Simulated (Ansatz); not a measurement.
**MP2/6-31G(d) (spherical functions) run of BBr2Cl (dibromo(chloro)borane)**

Aim: the electronic atomisation energy of BBr2Cl (dibromo(chloro)borane) at MP2/6-31G* (spherical functions), from 4 runs. 

Program for the calculation: Ansatz 0.2.0.

51 further runs of the same task are left out: 2 that didn't finish, 49 set aside as unsound or not needed.

## Step 1: The structure to begin with

BBr2Cl has 4 atoms, charge 0, and is taken as a singlet. SMILES: `ClB(Br)Br`. Geometry: relaxed at PBE0-D4/def2-TZVP.

Bond lengths: Cl1–B2 1.732 Å, B2–Br3 1.899 Å, B2–Br4 1.899 Å. Angles: Cl1–B2–Br3 120.0°, Cl1–B2–Br4 120.0°, Br3–B2–Br4 119.9°.

## Step 2: A single-point energy at MP2/6-31G(d) (spherical functions)

run.yaml

```yaml
crystal:
  periodic: [false, false, false]
  atoms:
    - {symbol: Cl, position_ang: [-0.203300, -1.644940, 0.633550]}
    - {symbol: B, position_ang: [-0.004820, -0.039040, 0.015030]}
    - {symbol: Br, position_ang: [1.283490, 1.123730, 0.785650]}
    - {symbol: Br, position_ang: [-1.075360, 0.560270, -1.434250]}
basis:
  gaussian:
    orbitals: 6-31G_st_-spherical.json
correlation:
  method: mp2
  frozen_orbitals: {B: 1, Br: 9, Cl: 5}
accuracy: high
```

The basis set 6-31G* is read from a file made from the Basis Set Exchange's data (not shown).

Started as:

```bash
$ ansatz run run.yaml --threads 1 --pin off --max-ram 3480MiB --events-out events.jsonl --progress --plain --runs-dir runs
```

Output:

```text
Warning: RAYON_NUM_THREADS=1 ignored (pool sized by the plan → 1); use --threads N
Functional definition: HF
  name "HF"
  exchange = exact_x
  correlation = 0
1835 factors; integrals over basis functions are off by at most 4.1e-9 eV
mean field evaluation 1: about -153156.6218 eV, gradient 2.2e1 eV
mean field evaluation 2: about -153156.8646 eV, gradient 2.3e1 eV
mean field evaluation 4: about -153158.6342 eV, gradient 1.9e0 eV
mean field evaluation 8: about -153158.6731 eV, gradient 1.4e-1 eV
mean field evaluation 16: about -153158.6732 eV, gradient 1.5e-7 eV
mean field -153158.67316409 eV, -5628.4774241029 hartree, gradient 1.0e-8 eV, S^2 0.000000; 0 other end points of the search recorded, 0 dependent functions left out
24 core orbitals not correlated: weight in the atoms' cores, before any rotation towards them, 1.000 or more for the frozen orbitals, at most 0.000 for the correlated occupied ones
reference -153158.67316409 eV, -5628.4774241029 hartree; 22, 22 occupied and 50, 50 virtual orbitals, 1835 factors
second order -19.37151693 eV of doubles, -0.00000000 eV of singles
Total energy: -153178.04468101 eV, -5629.1893142195 hartree
```

Wall time 6.3 s (1 thread of Arm Neoverse V1, shared host); peak memory 0.33 GiB.

## Step 3: The B atom at the same level

in.yaml

```yaml
crystal:
  periodic: [false, false, false]
  atoms:
    - {symbol: B, position_ang: [0.000000, 0.000000, 0.000000]}
basis:
  gaussian: {orbitals: 6-31G_st_-spherical.json}
magnetization: {spin_polarized: true, initial_magnetization: 1}
correlation: {method: mp2, frozen_orbitals: {B: 1}}
accuracy: high
```

The basis set 6-31G* is read from a file made from the Basis Set Exchange's data (not shown).

Run the same way, it converges to -24.55803 Eh (log not shown).

## Step 4: The Br atom

molecule.yaml

```yaml
crystal:
  periodic: [false, false, false]
  atoms:
    - {symbol: Br, position_ang: [0.000000, 0.000000, 0.000000]}
basis:
  gaussian:
    orbitals: 6-31G_st_-spherical.json
magnetization:
  spin_polarized: true
  initial_magnetization: 1
correlation:
  method: mp2
  frozen_orbitals: {Br: 9}
accuracy: high
```

The basis set 6-31G* is read from a file made from the Basis Set Exchange's data (not shown).

Run the same way, it converges to -2572.31157 Eh (log not shown).

## Step 5: The Cl atom at the same level

molecule.yaml

```yaml
crystal:
  periodic: [false, false, false]
  atoms:
    - symbol: Cl
      position_ang: [0.000000, 0.000000, 0.000000]
basis:
  gaussian:
    orbitals: 6-31G_st_-spherical.json
magnetization:
  spin_polarized: true
  initial_magnetization: 1
correlation:
  method: mp2
  frozen_orbitals: {Cl: 5}
accuracy: high
```

The basis set 6-31G* is read from a file made from the Basis Set Exchange's data (not shown).

Run the same way, it converges to -459.54926 Eh (log not shown).

## Step 6: Outcome

Level: MP2/6-31G* (spherical functions), 24 core orbitals frozen.

| quantity | value |
| --- | --- |
| molecule: total energy | -5629.18931 Eh |
| molecule: correlation energy (24 core orbitals frozen) | -711.9 mEh |
| B atom: total energy | -24.55803 Eh |
| B atom: correlation energy (1 core orbital frozen) | -36.1 mEh |
| B atom: ⟨S²⟩ of the reference determinant | 0.754 |
| Br atom: total energy | -2572.31157 Eh |
| Br atom: correlation energy (9 core orbitals frozen) | -227.8 mEh |
| Br atom: ⟨S²⟩ of the reference determinant | 0.756 |
| Cl atom: total energy | -459.54926 Eh |
| Cl atom: correlation energy (5 core orbitals frozen) | -102.8 mEh |
| Cl atom: ⟨S²⟩ of the reference determinant | 0.755 |
| electronic atomisation energy | 12.487 eV |

In words: Taking the molecule apart into free atoms costs 12.49 eV (288 kcal/mol), before zero-point energy and without spin-orbit coupling.
